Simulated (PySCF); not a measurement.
# TiOH2: singlet, from a trigonal pyramidal start

Aim: relax TiOH2 as a singlet from a trigonal pyramidal start, check by its vibrations whether the end is a minimum, and collect its spectrum and constants.

Program: PySCF 2.14.0. Level of theory: PBE0, basis Ti def2-TZVP, O def2-TZVP, H def2-TZVP, no relativity, density fitting. These are calculated values, not measurements.

### 1 The starting structure

4 atoms, charge 0, spin multiplicity 1.

Bond lengths: Ti1–O2 1.740 Å, Ti1–H3 1.680 Å, Ti1–H4 1.680 Å. Angles: O2–Ti1–H3 99.8°, O2–Ti1–H4 99.8°, H3–Ti1–H4 99.8°.

Coordinates in bohr (charge 0 multiplicity 1):
```
Ti    0.0000   -0.7833    0.0000
O    -0.2532    2.4951    0.0000
H     2.0096   -1.1675    2.4277
H     2.0095   -1.1674   -2.4276
```

### 2 First SCF at the start

One driver script runs all steps and calls PySCF; scf.py shows how it sets up the SCF of each step. The optimiser is the driver's own. After this first run the driver tries any further starts and a stability analysis.

scf.py reads:

```python
from pyscf import gto, scf, dft
mol = gto.M(atom='''
Ti     0.000000    -0.414490     0.000010
O     -0.134010     1.320370    -0.000020
H      1.063410    -0.617800     1.284670
H      1.063370    -0.617760    -1.284630''',
    basis={'Ti': 'def2-TZVP', 'O': 'def2-TZVP', 'H': 'def2-TZVP'},
    charge=0, spin=0)
mf = dft.RKS(mol, xc='PBE0')
mf.grids.atom_grid = (50, 194)
aux = {'Ti': 'def2-universal-JKFIT', 'O': 'def2-universal-JKFIT', 'H': 'def2-universal-JKFIT'}
mf = mf.density_fit(auxbasis=aux)
mf.conv_tol = 1e-08
mf.diis_space = 10
mf.max_cycle = 60
mf.init_guess = 'minao'
mf.verbose = 4
mf.kernel()
```

On the command line:

```bash
$ OMP_NUM_THREADS=2 python axn.py task.json out
```

Standard output:

```text
init E= -925.175449989557
  HOMO = -0.328360786573825  LUMO = -0.149246280741514  gap/eV = 4.87395
cycle= 1 E= -925.119988103795  delta_E= 0.0555  |g|= 1.41  |ddm|= 1.94
  HOMO = -0.397978012755206  LUMO = -0.301473787614206  gap/eV = 2.62601
cycle= 2 E= -909.704747012438  delta_E= 15.4  |g|= 8.51  |ddm|= 3.13
  HOMO = -0.200897591493025  LUMO = -0.153326990593161  gap/eV = 1.29446
cycle= 3 E= -922.450462146883  delta_E= -12.7  |g|= 4.14  |ddm|= 2.26
  HOMO = -0.273520028892871  LUMO = -0.132505461223827  gap/eV = 3.83720
cycle= 4 E= -925.353671309549  delta_E= -2.9  |g|= 1.19  |ddm|= 1.05
  HOMO = -0.272884270973631  LUMO = -0.113795030781188  gap/eV = 4.32904
cycle= 5 E= -925.469590740797  delta_E= -0.116  |g|= 0.803  |ddm|= 0.211
  HOMO = -0.298174207616804  LUMO = -0.1153621410049  gap/eV = 4.97457
cycle= 6 E= -925.55756808307  delta_E= -0.088  |g|= 0.395  |ddm|= 0.166
  HOMO = -0.309642496124892  LUMO = -0.102059441510924  gap/eV = 5.64862
cycle= 7 E= -925.585493119345  delta_E= -0.0279  |g|= 0.0219  |ddm|= 0.15
  HOMO = -0.312068077389478  LUMO = -0.105039293332133  gap/eV = 5.63354
cycle= 8 E= -925.585571041606  delta_E= -7.79e-05  |g|= 0.00641  |ddm|= 0.0146
  HOMO = -0.312004381339883  LUMO = -0.104532920693296  gap/eV = 5.64559
cycle= 9 E= -925.585579240909  delta_E= -8.2e-06  |g|= 0.000883  |ddm|= 0.00439
  HOMO = -0.31190854427531  LUMO = -0.104523653324866  gap/eV = 5.64323
cycle= 10 E= -925.585579439373  delta_E= -1.98e-07  |g|= 0.000508  |ddm|= 0.000999
  HOMO = -0.311905454544394  LUMO = -0.104506351347458  gap/eV = 5.64362
cycle= 11 E= -925.585579498974  delta_E= -5.96e-08  |g|= 6.57e-05  |ddm|= 0.000351
  HOMO = -0.311909479311995  LUMO = -0.104508187510563  gap/eV = 5.64368
cycle= 12 E= -925.585579500512  delta_E= -1.54e-09  |g|= 4.69e-05  |ddm|= 8.85e-05
  HOMO = -0.311900542427046  LUMO = -0.104499494912061  gap/eV = 5.64367
Extra cycle  E= -925.585579492345  delta_E= 8.17e-09  |g|= 0.000217  |ddm|= 0.000102
converged SCF energy = -925.585579492345
```

This step, with its further starts and checks, ran for 11 s (2 threads of Arm Neoverse V1, shared host).

Energies from each starting density:

| start | energy (Eh) |
| --- | --- |
| the minimal-basis guess | -925.585579 |
| a thermally smeared density | -925.585580 |
| a smeared PBE density | -925.585579 |

The test of internal stability and the other starts found no lower closed-shell solution.

### 3 Trigonal pyramidal start, singlet: relaxation

The program finds Cs symmetry in the start, which this walk keeps. Threshold on the gradient: 0.0003 Eh/bohr, with a further test on the energy change.

scf.py: that of step 2 with these lines changed.

```diff
@@ -3,4 +3,4 @@
-Ti     0.000000    -0.414490     0.000010
-O     -0.134010     1.320370    -0.000020
-H      1.063410    -0.617800     1.284670
-H      1.063370    -0.617760    -1.284630''',
+Ti     0.000001    -0.414491     0.000000
+O     -0.134009     1.320369    -0.000001
+H      1.063394    -0.617779     1.284648
+H      1.063388    -0.617782    -1.284652''',
@@ -16 +15,0 @@
-mf.init_guess = 'minao'
```

Steps of the walk:

| step | energy (Eh) | change (kJ/mol) | largest symmetric gradient (Eh/bohr) |
| --- | --- | --- | --- |
| 0 | -925.585580 | 0.00 | 0.12075 |
| 1 | -925.605778 | -53.03 | 0.01408 |
| 2 | -925.606868 | -55.89 | 0.00708 |
| 3 | -925.607952 | -58.74 | 0.00433 |
| 4 | -925.608146 | -59.25 | 0.00349 |
| 5 | -925.608252 | -59.53 | 0.00220 |
| 6 | -925.608294 | -59.64 | 0.00068 |
| 7 | -925.608297 | -59.64 | 0.00026 |

The walk took 12 s.

Geometry (Å) and forces (eV/Å) at some steps:

```
step 0
Ti   0.000  -0.414   0.000  -0.152   6.210   0.000
O   -0.134   1.320   0.000   0.166  -5.751   0.000
H    1.063  -0.618   1.285  -0.007  -0.230   0.204
H    1.063  -0.618  -1.285  -0.007  -0.230  -0.204
step 1
Ti   0.018  -0.338   0.000   0.071   0.725   0.000
O   -0.133   1.248   0.000  -0.114  -0.466   0.000
H    1.054  -0.620   1.302   0.022  -0.129   0.290
H    1.054  -0.620  -1.302   0.022  -0.129  -0.290
step 4
Ti   0.131  -0.291   0.000   0.179  -0.043   0.000
O   -0.186   1.262   0.000   0.031  -0.070   0.000
H    1.024  -0.650   1.440  -0.105   0.057  -0.076
H    1.024  -0.650  -1.440  -0.105   0.057   0.076
step 7
Ti   0.153  -0.303   0.000   0.013   0.009   0.000
O   -0.175   1.246   0.000  -0.005  -0.004   0.000
H    1.008  -0.636   1.457  -0.004  -0.003  -0.008
H    1.008  -0.636  -1.457  -0.004  -0.003   0.008
```

It settles in Cs symmetry, 59.6 kJ/mol below the start, after 7 steps: Ti–H 1.722 Å (×2), Ti–O 1.583 Å; H–Ti–H 115.6°, H–Ti–O 107.0° (×2).

### 4 Is it a minimum? Harmonic modes

On the finer grid the gradient is checked again; gradients at displacements of ±0.02 bohr then give force constants and infrared intensities.

scf.py: that of step 3 with these lines changed.

```diff
@@ -3,4 +3,4 @@
-Ti     0.000001    -0.414491     0.000000
-O     -0.134009     1.320369    -0.000001
-H      1.063394    -0.617779     1.284648
-H      1.063388    -0.617782    -1.284652''',
+Ti     0.055035    -0.363840     0.000000
+O     -0.275813     1.184271    -0.000001
+H      0.908195    -0.700188     1.456300
+H      0.908188    -0.700191    -1.456303''',
@@ -10 +10 @@
-mf.grids.atom_grid = (50, 194)
+mf.grids.atom_grid = (75, 302)
@@ -13 +13 @@
-mf.conv_tol = 1e-08
+mf.conv_tol = 1e-10
```

The driver hands on the density of the step before, so the log starts near convergence.

SCF at the final geometry:

```text
init E= -925.60836339602
  HOMO = -0.298146554870388  LUMO = -0.105702425442343  gap/eV = 5.23667
cycle= 1 E= -925.608363396023  delta_E= -3.3e-12  |g|= 2.26e-06  |ddm|= 1.3e-06
  HOMO = -0.298146288663882  LUMO = -0.105701948389184  gap/eV = 5.23668
Extra cycle  E= -925.608363396006  delta_E= 1.68e-11  |g|= 8.87e-06  |ddm|= 4.26e-06
converged SCF energy = -925.608363396006
```

The whole step took 54 s.

Geometry: Cs; Ti–H 1.721 Å (×2), Ti–O 1.583 Å; H–Ti–H 115.6°, H–Ti–O 107.1° (×2).

Harmonic modes (main isotopes):

| symmetry | ω (cm⁻¹) | IR (km/mol) |
| --- | --- | --- |
| a' | 418 | 258 |
| a'' | 534 | 5.4 |
| a' | 637 | 98.0 |
| a' | 1118 | 286 |
| a'' | 1692 | 475 |
| a' | 1733 | 171 |

All wavenumbers are real: a minimum.

Constants and moments:

```
Dipole moment                                                   : 4.28 D
Highest occupied level                                          : -8.11 eV
Lowest empty level                                              : -2.88 eV
Rotational constants                                            : 3.147, 0.5141, 0.4684 cm⁻¹
Zero-point energy                                               : 36.7 kJ/mol
Principal polarisabilities                                      : 25.4, 44.1, 44.1 bohr³
Atomisation energy without zero-point energy                    : 1167 kJ/mol
Principal traceless quadrupole moments about the centre of mass : -4.50, -3.81, 8.30 D Å
Entropy at 298.15 K and 1 bar                                   : 254.1 J/(mol K)
Heat capacity Cp at 298.15 K                                    : 49.5 J/(mol K)
Enthalpy at 298.15 K above 0 K                                  : 11.65 kJ/mol
Rotational symmetry number                                      : 1
```

Populations by atom (charges in e):

```json
{"atom": "Ti1", "Mulliken": "0.86", "Löwdin": "0.44", "polar tensor": "1.59", "Mayer order to Ti1": "–"}
{"atom": "O2", "Mulliken": "-0.52", "Löwdin": "-0.18", "polar tensor": "-0.80", "Mayer order to Ti1": "2.26"}
{"atom": "H3,4", "Mulliken": "-0.17", "Löwdin": "-0.13", "polar tensor": "-0.40", "Mayer order to Ti1": "0.93"}
```

Outer orbital energies (eV). occupied: -42.12, -41.85, -24.69, -10.03, -9.95, -9.91, -8.66, -8.11; empty: -2.88, -2.55, -1.78, -0.72.

Mulliken populations on Ti1: s 6.44, p 12.38, d 2.29, f 0.03.

### 5 Stability of the closed shell

At the lowest minimum the closed shell is tested against spin polarisation, on the (50, 194) grid. It is stable.

### 6 Outcome

| quantity | value |
| --- | --- |
| minimum | singlet, Cs |
| geometry | Ti–H 1.721 Å (×2), Ti–O 1.583 Å; H–Ti–H 115.6°, H–Ti–O 107.1° (×2) |
| wavenumbers (cm⁻¹) | 418 (a'), 534 (a''), 637 (a'), 1118 (a'), 1692 (a''), 1733 (a') |
| dipole moment | 4.28 D |
| highest occupied, lowest empty level | -8.11, -2.88 eV |
| polar-tensor charge of Ti1 | +1.59 e |
| zero-point energy | 36.7 kJ/mol |
| entropy at 298.15 K | 254.1 J/(mol K) |
| atomisation energy (no zero-point energy) | 1167 kJ/mol |

**Reading.** The trigonal pyramidal start keeps its Cs symmetry and ends in a minimum. The strongest infrared band lies at 1692 cm⁻¹ (a'', stretch). Only this shape and spin were tried, so other structures or states may lie lower.

The search up to here ran for 78 s (2 threads of Arm Neoverse V1, shared host).
